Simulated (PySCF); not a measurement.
# C₄H₇BOSi: electronic excitations

Wanted: the electronic excitations of C₄H₇BOSi (`C#CC(=C)BO[SiH3]`), by calculation.

Computed with PySCF 2.14.0, with density-fitted response routines of our own, on a single molecule in the gas phase. Atoms count from 0, in the outputs and in this text.

**1. The starting structure**

14 atoms, charge 0, multiplicity 1; geometry from: GFN2-xTB.

Bonds of the start (Å): C0–C1 1.20, C1–C2 1.42, C2–C3 1.34, C2–B4 1.58, B4–O5 1.32, O5–Si6 1.61, C0–H7 1.05, C3–H8 1.08, C3–H9 1.08, B4–H10 1.18, Si6–H11 1.46, Si6–H12 1.46, Si6–H13 1.46.

**2. Excited states and response: CAM-B3LYP/def2-SVPD**

The job: settings as JSON, then the geometry in Å.

```
{"job": {"kind": "uv", "xc": "CAM-B3LYP", "basis": "def2-SVPD", "nstates": 8, "ntriplets": 3}, "charge": 0, "multiplicity": 1}
C     -1.539949     1.249111    -1.243074
C     -1.318075     0.362557    -0.462719
C     -0.993651    -0.655726     0.467995
C     -1.963152    -1.453064     0.937514
B      0.513726    -0.809360     0.917120
O      1.487981    -0.108797     0.379113
Si     2.218412     0.940416    -0.605060
H     -1.761103     2.012349    -1.928412
H     -1.742537    -2.232018     1.647709
H     -2.993206    -1.357280     0.628247
H      0.782695    -1.583277     1.767387
H      1.555772     1.005752    -1.907282
H      3.576710     0.408542    -0.734678
H      2.175700     2.220321     0.099041
```

With the program's defaults for keys left out, this is: TDDFT CAM-B3LYP/def2-SVPD, vertical, gas phase, core orbitals frozen in the response.

Command:

```
$ OMP_NUM_THREADS=1 python probes_run.py task.json out
```

The driver reads the jobs from task.json and runs them one after another.

Output:

```text
coarse grid: 12480 points
cycle   1  E = -545.5915498373  dE =  9.670e-01  |g| = 6.943e-01  |ddm| = 1.558e+01
cycle   2  E = -545.5366706282  dE =  5.488e-02  |g| = 9.146e-01  |ddm| = 2.634e+00
cycle   3  E = -545.6893688164  dE = -1.527e-01  |g| = 7.442e-02  |ddm| = 1.051e+00
cycle   4  E = -545.6905982269  dE = -1.229e-03  |g| = 2.448e-02  |ddm| = 2.859e-01
cycle   5  E = -545.6907625379  dE = -1.643e-04  |g| = 6.379e-03  |ddm| = 1.652e-01
cycle   6  E = -545.6907707525  dE = -8.215e-06  |g| = 3.144e-03  |ddm| = 1.712e-02
final grid: 116784 points
cycle   7  E = -545.7854133229  dE = -2.482e-05  |g| = 5.939e-03  |ddm| = 1.485e-01
cycle   8  E = -545.7854000652  dE =  1.326e-05  |g| = 9.514e-03  |ddm| = 2.672e-02
cycle   9  E = -545.7854224725  dE = -2.241e-05  |g| = 5.746e-04  |ddm| = 1.663e-02
cycle  10  E = -545.7854225474  dE = -7.496e-08  |g| = 1.748e-04  |ddm| = 1.613e-03
cycle  11  E = -545.7854225548  dE = -7.436e-09  |g| = 9.842e-05  |ddm| = 5.893e-04
cycle  12  E = -545.7854225572  dE = -2.353e-09  |g| = 1.209e-05  |ddm| = 2.155e-04
cycle  13  E = -545.7854225573  dE = -5.639e-11  |g| = 6.046e-06  |ddm| = 5.850e-05
converged SCF energy = -545.7854225573

Static polarisability (au): isotropic 89.228, principal 62.301 90.883 114.500

Singlet excitations
state   eV       nm        f      main configurations
  1   4.9251    251.7   0.00035   H-1->L 0.93
  2   5.3559    231.5   0.22490   H->L 0.93
  3   5.7568    215.4   0.00082   H-2->L 0.69, H-1->L+3 0.15
  4   6.4220    193.1   0.01055   H->L+6 0.36, H->L+2 0.30
  5   6.5374    189.7   0.04991   H->L+3 0.48, H->L+6 0.11
  6   6.9457    178.5   0.00114   H-1->L+3 0.35, H-1->L+2 0.18, H-2->L 0.17
  7   6.9739    177.8   0.00044   H->L+1 0.65
  8   7.2091    172.0   0.01877   H-1->L+1 0.74, H-2->L+1 0.09

Triplet excitations (Tamm-Dancoff, eV): 3.2484 4.6056 5.3832
```

Wall time 80 s (1 thread of Arm Neoverse N1, shared host); peak memory 0.92 GiB.

The orbitals next to the gap, with their largest atomic shares:

```tsv
orbital	eV	atoms
HOMO−3	-10.78	Si6 25 %, O5 22 %, H13 21 %
HOMO−2	-10.06	O5 26 %, C1 19 %, C0 16 %
HOMO−1	-9.08	C0 26 %, C1 23 %, B4 11 %
HOMO	-8.54	C0 27 %, C1 23 %, C3 22 %
LUMO	-0.52	C3 32 %, C2 20 %, B4 14 %
LUMO+1	0.93	B4 36 %, Si6 23 %, H13 7 %
LUMO+2	1.25	Si6 28 %, B4 11 %, H11 10 %
```

With each of the 8 states as a Gaussian band of 0.4 eV half-width at 1/e, the curve within the window shown has maxima at 231 nm (ε 9,100), 190 nm (ε 2,500) L/(mol cm). Beyond the last state computed it falls off for lack of states. The curve at chosen wavelengths:

nm, ε (L/mol/cm) and a bar:
```
      165        448 #
      170        826 ###
      175       1092 ####
      180       1522 #####
      184       2052 #######
      189       2477 ########
      194       2214 #######
      199       1535 #####
      204       1110 ####
      209       1490 #####
      213       2556 ########
      218       4707 ################
      223       7108 ########################
      228       8777 #############################
      233       9043 ##############################
      238       7941 ##########################
      242       6463 #####################
      247       4463 ###############
      252       2759 #########
      257       1549 #####
      262        799 ###
      267        384 #
      271        204 #
      276         89 
      281         37 
      286         15
```

Leading natural transition orbitals of singlet state 2: the hole lies on C0 36 %; C1 24 %; C3 18 %; the particle on C3 25 %; B4 18 %; C2 16 %.

Leading natural transition orbitals of singlet state 1: the hole lies on C0 27 %; C1 20 %; C2 13 %; the particle on C3 27 %; B4 16 %; C2 16 %.

Further results of this job:

```tsv
property	computed
dipole moment (D)	0.62
polarisability (Å³)	13.22
HOMO–LUMO gap (eV)	8.02
−ε(HOMO) (eV)	8.54
```

Orbitals, density, ELF and potential are computed afterwards from the orbital file.

Frontier orbitals at CAM-B3LYP/def2-SVPD, with the share of their density that lies nearest to each atom:

```tsv
orbital	energy (eV)	lies on
HOMO	-8.54	C0 30 %; C3 23 %; C1, C2 about 17 % each
LUMO	-0.52	C3 27 %; B4 19 %; C2 16 %
```

ELF in a plane through or near 11 of the atoms.

Values, 10 rows by 14 columns:
```
0.00 0.00 0.00 0.00 0.00 0.00 0.00 0.00 0.00 0.00 0.00 0.00 0.00 0.00
0.00 0.00 0.00 0.00 0.00 0.00 0.05 0.22 0.01 0.00 0.00 0.00 0.00 0.00
0.00 0.00 0.00 0.00 0.00 0.03 0.96 0.99 0.36 0.10 0.00 0.00 0.00 0.00
0.00 0.00 0.00 0.02 0.09 0.01 0.61 0.50 0.87 0.43 0.00 0.00 0.00 0.00
0.00 0.00 0.01 0.18 0.72 0.27 0.13 0.52 0.54 0.08 0.88 0.99 0.16 0.00
0.00 0.01 0.21 0.33 0.58 0.56 0.72 0.70 0.20 0.80 0.25 0.46 0.03 0.00
0.00 0.04 0.91 0.98 0.24 0.86 0.80 0.45 0.34 0.22 1.00 0.94 0.01 0.00
0.00 0.00 0.01 0.08 0.00 0.04 0.03 1.00 1.00 0.03 0.04 0.01 0.00 0.00
0.00 0.00 0.00 0.00 0.00 0.00 0.00 0.25 0.16 0.00 0.00 0.00 0.00 0.00
0.00 0.00 0.00 0.00 0.00 0.00 0.00 0.00 0.00 0.00 0.00 0.00 0.00 0.00
```
The map spans 12.0 Å across and 11.8 Å up, centred on the molecule. Atoms in the plane (x, y in Å): C0 (0.3, 2.3), C1 (0.8, 1.2), C2 (1.3, -0.1), C3 (2.6, -0.4), B4 (0.2, -1.3), O5 (-1.1, -1.1), Si6 (-2.5, -0.3), H7 (0.0, 3.3), H8 (3.0, -1.4), H9 (3.3, 0.4), H10 (0.6, -2.4).

On the surface of density 0.002 e/bohr³ the electrostatic potential runs, from the 1st to the 99th percentile, from -0.70 V near C0 to 1.37 V near H7.

**3. Results**

```
                                quantity                        value
    lowest singlet (CAM-B3LYP/def2-SVPD)  4.93 eV (252 nm), f = 0.000
brightest single state of those computed  state 2, 5.36 eV, f = 0.225
                          lowest triplet                      3.25 eV
   surface potential, 1st and 99th percentile           -0.70 V and 1.37 V
```

What this shows: The first singlet state (HOMO−1→LUMO 0.93) lies at 4.93 eV and is dark; of the 8 states computed, the strongest absorption comes from state 2 at 5.36 eV. The lowest triplet lies 1.68 eV below the lowest singlet (triplets in Tamm-Dancoff, singlets in full TDDFT). By nearest atom (CAM-B3LYP/def2-SVPD), the HOMO sits on C0 30 %; C3 23 % and the LUMO on C3 27 %; B4 19 %.
